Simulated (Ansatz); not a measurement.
# NiMoIrPdW (Cm) in Ansatz: single point with PBE

Aim: the single point of NiMoIrPdW with PBE.

All numbers are computed with Ansatz 0.2.0; they aren't measurements. Logs are shortened: lines on timing, memory, paths and dates and some standing lists are left out, and cuts for length are marked.

## 1. The crystal as given

Symmetry: Cm, No. 8, monoclinic system. The conventional cell has a = 4.689 Å, b = 2.863 Å, c = 11.144 Å, α = 90.00°, β = 101.20°, γ = 90.00°. Ni (site symmetry m) has 3 Ir at 2.59 to 2.61 Å and 3 Pd at 2.67 to 2.68 Å and 6 Ni at 2.75 to 2.86 Å as nearest neighbours. Mo (site symmetry m) is surrounded by 3 Ir at 2.68 Å and 6 Mo at 2.75 to 2.86 Å and 2 W at 2.78 Å. Pd (site symmetry m) has 3 Ni at 2.67 to 2.68 Å and 3 W at 2.74 to 2.75 Å and 6 Pd at 2.75 to 2.86 Å as nearest neighbours. Ir (site symmetry m) is surrounded by 3 Ni at 2.59 to 2.61 Å and 3 Mo at 2.68 Å and 6 Ir at 2.75 to 2.86 Å. Around W (site symmetry m) lie 3 Pd at 2.74 to 2.75 Å and 6 W at 2.75 to 2.86 Å and 2 Mo at 2.78 Å.

The cell was built by a generator and needn't be a form met in nature.

## 2. Single point, PBE, collinear spin, ferromagnetic start

File input.yaml:

```yaml
crystal:
  lattice:
    - [2.3446, -1.43138, 0.00906]
    - [2.3446, 1.43138, 0.00906]
    - [-2.206, 0.0, 10.92374]
  atoms:
    - { symbol: Ni, position: [0.49838, 0.49838, 0.29525], spin: 1.0 }
    - { symbol: Mo, position: [0.31773, 0.31773, 0.91207], spin: 1.0 }
    - { symbol: Pd, position: [0.24733, 0.24733, 0.49061] }
    - { symbol: Ir, position: [0.74982, 0.74982, 0.10802], spin: 0.6 }
    - { symbol: W, position: [0.68673, 0.68673, 0.69406] }
hamiltonian:
  xc: pbe
  pseudopotentials: { kind: paw, level: accurate }
magnetization:
  spin_polarized: true
kpoints:
  mp_grid: { grid: [11, 11, 3] }
scf:
  occupations: { method: fermi_dirac, width: 0.05 }
output:
  forces: true
  stress: true
  eigenvalues: true
  write_density: true
  write_potential: true
  elf: true
  volumetric_format: npy
```

Potentials or basis: Ansatz PAW earlier set.

Run with:

```console
> ansatz run input.yaml --threads 8 --pin off --max-ram 20480MiB --backend cpu --events-out ev --progress --plain --runs-dir out
```

Output:

```text
Warning: RAYON_NUM_THREADS=8 ignored (pool sized by the plan → 8); use --threads N
Engine: ansatz 0.2.0, aarch64-unknown-linux-gnu
Pseudopotentials: kind: paw, level: accurate
Pseudopotential: Ni, paw, valence charge 18, recommended cutoff 1080 eV (high), Ni.paw.azcp
Pseudopotential: Mo, paw, valence charge 14, recommended cutoff 640 eV (high), Mo.paw.azcp
Pseudopotential: Pd, paw, valence charge 18, recommended cutoff 720 eV (high), Pd.paw.azcp
Pseudopotential: Ir, paw, valence charge 31, recommended cutoff 740 eV (high), Ir.paw.azcp
Pseudopotential: W, paw, valence charge 28, recommended cutoff 880 eV (high), W.paw.azcp
Functional definition: PBE
  parameter kappa = 0.804
  parameter beta = 0.06672455060314922
  exchange = pbe_x(kappa = kappa, mu = beta*pi^2/3)
  correlation = pbe_c(beta = beta)
Crystal: 5 atoms, lattice volume = 73.378 Å³
Basis set: ecut = 1080 eV, 5933 PW (Γ), exchange–correlation on 60×60×240 points (8 copies of the dense FFT grid, shifted against one another)
Bands: 67, of which v1, the nominal top of the filled ones, is band 55 counted from 1 (54 counted from 0)
Symmetry: 2 space group operations
Space group: Cm (ITA 8), of the structure as read, at distance tolerance 4.2e-5 Å
Magnetic group: BNS 8.32 (UNI 39), of the structure as read, at distance tolerance 4.2e-5 Å
k-points: 102 of 363 (time reversal used)
Non-local potential: Ni, projectors of the file, l = 0: 3, l = 1: 3, l = 2: 3, l = 3: 2, l = 4: 1
Non-local potential: Mo, projectors of the file, l = 0: 3, l = 1: 3, l = 2: 2, l = 3: 2
Non-local potential: Pd, projectors of the file, l = 0: 3, l = 1: 3, l = 2: 2, l = 3: 2
Non-local potential: Ir, projectors of the file, l = 0: 3, l = 1: 2, l = 2: 2, l = 3: 3
Non-local potential: W, projectors of the file, l = 0: 3, l = 1: 3, l = 2: 2, l = 3: 3
[... 37 lines left out ...]
Absolute magnetization: 0.0000 μB (∫|ρ↑−ρ↓|, with the PAW one-centre terms)
Spin contamination: 0.0000 ħ² per cell (⟨S²⟩ above its minimum at these occupations)
Per-site moments (μB) at R_I (Å): [(3.163083822105187e-6, 1.0676631350809134), (-2.4601728130750913e-7, 1.103453815832119), (-1.8894021359021546e-8, 1.1007717595386244), (1.4858142905220899e-7, 1.0676631350809134), (-1.2455820145786513e-7, 1.1312161137538141)]
Free energy (F): -57176.843811 eV
Harris-Foulkes:  -57176.843811 eV  (|F-HF|=1.10e-8)
Internal energy: -57176.807478 eV  (E = F + TS)
E sigma→0 (E₀):  -57176.825644 eV
Entropy (-TS):   -0.036333 eV (-7.267 meV/atom)
Fermi energy:    22.860875 eV
--- Per-component energies (eV) ---
  E_band       = -1067.675195
  E_kinetic    = 3654.496726
  E_local      = -30984.599265  (includes V_loc(G=0)·N_el)
  E_nonlocal   = 5237.428988
  E_hartree    = 10379.644533
  E_xc         = -1367.210787
  E_vxc        = -1499.060612  (∫ρ·V_xc dr)
  E_paw        = -23597.904394  (= ΣΔE_a)
  E_vpaw       = 1764.771067  (= ΣTr[D̂ρ^β])
  E_aug_tail   = -0.000030  (compensation charges beyond the density's cutoff)
  E_ewald      = -20498.663248
  E_smearing   = -0.036333  (= −TS)
  E_closure    = -0.000000  (closes the sum)
  Σ components = -57176.843811   (vs F -57176.843811, Δ=0.00e0)
--- Forces (eV/Å), atoms counted from 1 ---
  atom   1  Ni    -0.01108748     0.00000000    -0.00115257
  atom   2  Mo     0.01861436     0.00000000    -0.08058029
  atom   3  Pd     0.00210905     0.00000000    -0.03585420
  atom   4  Ir    -0.00084986     0.00000000     0.05211786
  atom   5  W     -0.00878445    -0.00000000     0.06546663
  max |Σ_I F_I| component: 2.57e-6 eV/Å
--- Stress (GPa, compression-positive) ---
       -0.076185       0.000000       0.092052
        0.000000      -0.466274       0.000000
        0.092052       0.000000       0.638799
  P = ⅓ Tr σ = 0.0321 GPa (0.321 kbar)
--- Band table (eV; the first three rows and the last of 204) ---
  k-point 0 ↑: bands = ["-79.8962", "-69.6951", "-61.8829", "-51.1635", "-40.3686", "-40.2525", "-40.2200", "-38.2074", "-34.0337", "-34.0232", "-34.0206", "-34.0141", "-34.0069", "-33.9979", "-33.9913", "-27.7437", "-27.3859", "-27.3718", "-26.4817", "-26.3141", "-26.2458", "-15.5309", "-14.8268", "-14.7239", "-12.3184", "-11.6802", "-11.5857", "-5.3758", "-5.3674", "-5.3639", "-5.3560", "-5.3474", "-5.3362", "-5.2735", "13.8216", "14.9282", "16.4145", "17.0298", "17.4392", "19.1200", "19.3774", "19.8190", "19.9996", "20.1402", "20.3886", "20.6408", "20.6701", "20.8305", "21.0948", "21.2146", "21.5551", "21.9766", "21.9778", "22.0562", "22.1007", "22.3080", "22.6423", "22.8635", "23.3421", "23.4658", "24.1984", "25.2244", "26.0044", "26.5620", "32.1146", "34.3551", "35.8645"]
  k-point 1 ↑: bands = ["-79.8962", "-69.6951", "-61.8829", "-51.1635", "-40.3686", "-40.2525", "-40.2200", "-38.2074", "-34.0337", "-34.0232", "-34.0206", "-34.0141", "-34.0069", "-33.9979", "-33.9913", "-27.7437", "-27.3859", "-27.3718", "-26.4817", "-26.3141", "-26.2458", "-15.5309", "-14.8268", "-14.7239", "-12.3184", "-11.6802", "-11.5857", "-5.3758", "-5.3674", "-5.3639", "-5.3560", "-5.3474", "-5.3362", "-5.2735", "13.9005", "14.7371", "16.5034", "17.0392", "17.5656", "19.1234", "19.3721", "19.8757", "20.0049", "20.1317", "20.3443", "20.6751", "20.7548", "20.8166", "20.9673", "21.2406", "21.3937", "21.4182", "21.8622", "21.9747", "22.2777", "22.3379", "22.8467", "23.2375", "23.4035", "23.5507", "24.1726", "25.2259", "26.0016", "26.5679", "31.4311", "35.3119", "35.9021"]
  k-point 2 ↑: bands = ["-79.8958", "-69.6928", "-61.8806", "-51.1563", "-40.3682", "-40.2544", "-40.2224", "-38.1940", "-34.0335", "-34.0236", "-34.0205", "-34.0142", "-34.0070", "-33.9979", "-33.9913", "-27.7409", "-27.4044", "-27.3796", "-26.4772", "-26.3420", "-26.2620", "-15.5176", "-14.9004", "-14.7590", "-12.3061", "-11.7566", "-11.6212", "-5.3752", "-5.3669", "-5.3637", "-5.3566", "-5.3487", "-5.3335", "-5.2767", "14.1163", "15.2251", "16.6298", "17.2731", "17.6003", "19.0496", "19.3242", "19.7963", "20.0842", "20.1415", "20.2325", "20.3373", "20.6257", "20.9400", "21.0468", "21.1530", "21.4507", "21.6368", "21.8345", "21.9780", "22.1577", "22.2806", "22.5984", "23.1568", "23.4250", "23.5701", "24.7470", "25.3640", "25.9417", "26.9164", "32.2655", "34.3069", "36.4166"]
  k-point 101 ↓: bands = ["-79.8906", "-69.6579", "-61.8457", "-51.0491", "-40.3650", "-40.3009", "-40.2372", "-37.9954", "-34.0300", "-34.0299", "-34.0201", "-34.0150", "-34.0081", "-33.9962", "-33.9912", "-27.7002", "-27.6738", "-27.4845", "-26.7490", "-26.4773", "-26.4083", "-15.8886", "-15.3331", "-15.2000", "-12.7994", "-12.1236", "-12.0649", "-5.3865", "-5.3715", "-5.3561", "-5.3519", "-5.3419", "-5.3263", "-5.2936", "16.5232", "17.0688", "17.4018", "17.6533", "17.7079", "18.1135", "19.0481", "19.4548", "19.5901", "19.7971", "20.0452", "20.6707", "21.3483", "21.5482", "21.8286", "22.0489", "22.4609", "22.7829", "22.9917", "23.3059", "23.5673", "24.4243", "24.7017", "25.2200", "26.1986", "26.3839", "26.8050", "27.8963", "28.8019", "29.5941", "30.4421", "32.0683", "32.6620"]
```

rho_z.tsv:

```text
# z_ang	rho[e/angstrom^3]	rho_spin[e/angstrom^3]
# format = ansatz-planar-average/11
# lattice	2.344600000	-1.431380000	0.009060000
# lattice	2.344600000	1.431380000	0.009060000
# lattice	-2.206000000	0.000000000	10.923740000
# sites	5
# site	28	1.685681996	0.000000000	3.234264881
# site	42	-0.522126904	0.000000000	9.968972809
# site	46	0.077494176	0.000000000	5.363777701
# site	77	3.277763824	0.000000000	1.193569133
# site	74	1.689117956	0.000000000	7.594174532
0.000000	3.929265e-1	-2.141640e-8
0.092869	3.894378e-1	-1.625332e-8
0.185738	4.105513e-1	-1.054948e-8
0.278607	4.580527e-1	-4.743129e-9
0.371475	5.405834e-1	2.434481e-10
0.464344	6.780957e-1	4.065180e-9
[... 112 lines left out ...]
10.958522	4.940415e-1	-3.079498e-8
11.051391	4.250014e-1	-2.643561e-8
```

v_z.tsv:

```text
# z_ang	v_es[eV]	v_tot_up[eV]	v_tot_dn[eV]
# format = ansatz-planar-average/11
# xc	pbe
# density_cutoff_ev	4320
# datasets	Ni=:simpson_from_first_knot:soft	Mo=:simpson_from_first_knot:soft	Pd=:simpson_from_first_knot:soft	Ir=:simpson_from_first_knot:soft	W=:simpson_from_first_knot:soft
# lattice	2.344600000	-1.431380000	0.009060000
# lattice	2.344600000	1.431380000	0.009060000
# lattice	-2.206000000	0.000000000	10.923740000
# sites	5
# site	28	1.685681996	0.000000000	3.234264881
# site	42	-0.522126904	0.000000000	9.968972809
# site	46	0.077494176	0.000000000	5.363777701
# site	77	3.277763824	0.000000000	1.193569133
# site	74	1.689117956	0.000000000	7.594174532
0.000000	1.963557e1	8.150855e0	8.150855e0
0.092869	2.014327e1	8.650305e0	8.650305e0
0.185738	2.007627e1	8.419511e0	8.419511e0
0.278607	1.938826e1	7.436348e0	7.436348e0
0.371475	1.802131e1	5.626281e0	5.626281e0
0.464344	1.583008e1	2.829561e0	2.829561e0
[... 112 lines left out ...]
10.958522	1.673314e1	4.700814e0	4.700814e0
11.051391	1.854587e1	6.883696e0	6.883695e0
```

Run time: 2.1 min. Hardware: 8 threads of Arm Neoverse V2, shared host; peak memory 3.1 GiB.

Results:

| Item | Value |
| --- | --- |
| Free energy | -57176.8438 eV |
| Pressure | 0.0 GPa |
| Largest force | 0.083 eV/Å |
| Band gap on the k mesh | none (metal or under the smearing width) |
| Net moment | 0.00 μB per cell |
| Absolute moment | 0.00 μB per cell |

Forces on the atoms (eV/Å):
```
Ni  -0.011  0.000 -0.001
Mo   0.019  0.000 -0.081
Pd   0.002  0.000 -0.036
Ir  -0.001  0.000  0.052
W   -0.009  0.000  0.065
```

Caveat: the starting moments weren't kept.
